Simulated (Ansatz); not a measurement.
# C2H8ClGa: the cost of one run

Program: Ansatz 0.2.0. Level of theory: RKS BHLYP-D4/def2-SVP. These are calculated values, not measurements.

## Step 1: Starting point

Bond lengths: Ga1–C3 2.032 Å, Ga1–C4 2.032 Å, Ga1–Cl6 2.614 Å, C3–H7 1.092 Å, C3–H8 1.094 Å, C3–H9 1.093 Å, C4–H10 1.093 Å, C4–H11 1.092 Å, C4–H12 1.094 Å. Angles (14 of 15 angles, heavy atoms first): C3–Ga1–C4 143.5°, C3–Ga1–Cl6 105.7°, C4–Ga1–Cl6 105.6°, Ga1–C3–H7 111.7°, Ga1–C3–H8 111.1°, Ga1–C3–H9 107.9°, Ga1–C4–H10 108.4°, Ga1–C4–H11 112.5°, Ga1–C4–H12 109.7°, H7–C3–H8 108.5°, H7–C3–H9 108.9°, H8–C3–H9 108.6°, H10–C4–H11 109.2°, H10–C4–H12 108.3°.

Structure file:

```xyz
12

Ga   -0.0304    0.0043   -0.0103
H     1.4418   -0.5965    1.2363
C     0.6655   -0.5662   -1.8320
C    -1.0041    1.4908    0.9744
H     0.8146   -1.3276    1.4080
Cl   -0.6963   -2.2067    1.2153
H     1.5007    0.0571   -2.1583
H    -0.1222   -0.5155   -2.5888
H     1.0065   -1.6016   -1.7518
H    -0.7883    1.3958    2.0417
H    -0.7048    2.4843    0.6342
H    -2.0831    1.3819    0.8312
```

## Step 2: A restrained relaxation towards end A

Springs on the bonds that form and break draw the guess towards this end; the thresholds are loose.

Input file input.yaml:

```yaml
crystal:
  periodic: [false, false, false]
  atoms:
    - { symbol: Ga, position_ang: [-0.0304, 0.0043, -0.0103] }
    - { symbol: H, position_ang: [1.4418, -0.5965, 1.2363] }
    - { symbol: C, position_ang: [0.6655, -0.5662, -1.832] }
    - { symbol: C, position_ang: [-1.0041, 1.4908, 0.9744] }
    - { symbol: H, position_ang: [0.8146, -1.3276, 1.408] }
    - { symbol: Cl, position_ang: [-0.6963, -2.2067, 1.2153] }
    - { symbol: H, position_ang: [1.5007, 0.0571, -2.1583] }
    - { symbol: H, position_ang: [-0.1222, -0.5155, -2.5888] }
    - { symbol: H, position_ang: [1.0065, -1.6016, -1.7518] }
    - { symbol: H, position_ang: [-0.7883, 1.3958, 2.0417] }
    - { symbol: H, position_ang: [-0.7048, 2.4843, 0.6342] }
    - { symbol: H, position_ang: [-2.0831, 1.3819, 0.8312] }
basis:
  gaussian: { orbitals: def2-SVP }
hamiltonian:
  xc: { name: BHLYP }
  dispersion: d4
relax:
  f_tol: 0.15
  max_steps: 25
  restrain:
    - { distance: [0, 5], at: 3.54, k: 30.0 }
    - { distance: [4, 1], at: 1.92, k: 30.0 }
    - { distance: [0, 1], at: 1.53, k: 30.0 }
    - { distance: [4, 5], at: 1.33, k: 30.0 }
```

Command:

```
$ ansatz run input.yaml --threads 2 --pin off --max-ram 3072MiB --backend cpu --events-out ev --progress --plain --runs-dir out
```

What time and memory should one allow on 2 threads of Intel Xeon Platinum 8488C (Sapphire Rapids), shared host?

About 28 s, with a peak of 0.32 GiB.
